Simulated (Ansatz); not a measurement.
# BH6NO2: the cost of one run

Program: Ansatz 0.2.0. Level of theory: RKS PBE0/6-31G*. These are calculated values, not measurements.

## (1) The system as given

Bond lengths: B1–O2 1.760 Å, O2–H3 1.010 Å, B1–O4 1.410 Å, O4–H5 1.010 Å, B1–H6 1.190 Å, B1–N7 1.850 Å, N7–H8 1.060 Å, N7–H9 1.060 Å, O2–H10 1.140 Å, N7–H10 1.157 Å. Angles (14 of 17 angles, heavy atoms first): O2–B1–O4 120.0°, O2–B1–N7 71.6°, O4–B1–N7 96.8°, B1–O2–H3 109.5°, B1–O2–H10 79.4°, O2–B1–H6 120.0°, O4–B1–H6 120.0°, H6–B1–N7 101.3°, B1–O4–H5 109.5°, B1–N7–H8 120.0°, B1–N7–H9 120.0°, B1–N7–H10 75.1°, O2–H10–N7 133.9°, H3–O2–H10 112.1°.

Structure file:

```xyz
10

B     0.0000    0.0000    0.0000
O     0.0000    0.0000    1.7600
H    -0.9095   -0.2814    2.0971
O     1.2211    0.0000   -0.7050
H     1.5209   -0.9519   -0.8599
H    -1.0305    0.0000   -0.5950
N     0.0829    1.7537    0.5833
H     0.4765    1.9752    1.5423
H    -0.2631    2.5370   -0.0414
H     0.0529    1.1189    1.5507
```

## (2) A restrained relaxation towards end A

Springs on the bonds that form and break draw the guess towards this end; the thresholds are loose.

input.yaml reads:

```yaml
crystal:
  periodic: [false, false, false]
  atoms:
    - { symbol: B, position_ang: [0.0, 0.0, 0.0] }
    - { symbol: O, position_ang: [0.0, 0.0, 1.76] }
    - { symbol: H, position_ang: [-0.9095, -0.2814, 2.0971] }
    - { symbol: O, position_ang: [1.2211, 0.0, -0.705] }
    - { symbol: H, position_ang: [1.5209, -0.9519, -0.8599] }
    - { symbol: H, position_ang: [-1.0305, 0.0, -0.595] }
    - { symbol: "N", position_ang: [0.0829, 1.7537, 0.5833] }
    - { symbol: H, position_ang: [0.4765, 1.9752, 1.5423] }
    - { symbol: H, position_ang: [-0.2631, 2.537, -0.0414] }
    - { symbol: H, position_ang: [0.0529, 1.1189, 1.5507] }
basis:
  gaussian: { orbitals: "6-31G*" }
hamiltonian:
  xc: pbe0
relax:
  f_tol: 0.15
  max_steps: 25
  restrain:
    - { distance: [0, 6], at: 2.75, k: 30.0 }
    - { distance: [9, 1], at: 2.21, k: 30.0 }
    - { distance: [0, 1], at: 1.41, k: 30.0 }
    - { distance: [9, 6], at: 1.06, k: 30.0 }
output:
  orbitals: {}
```

Run with:

```bash
$ ansatz run input.yaml --threads 1 --pin off --max-ram 2048MiB --backend cpu --events-out ev --progress --plain --runs-dir out
```

Q: Estimate wall time and peak memory on 1 thread of Arm Neoverse V2, shared host.

About 48 s, with a peak of 0.14 GiB.
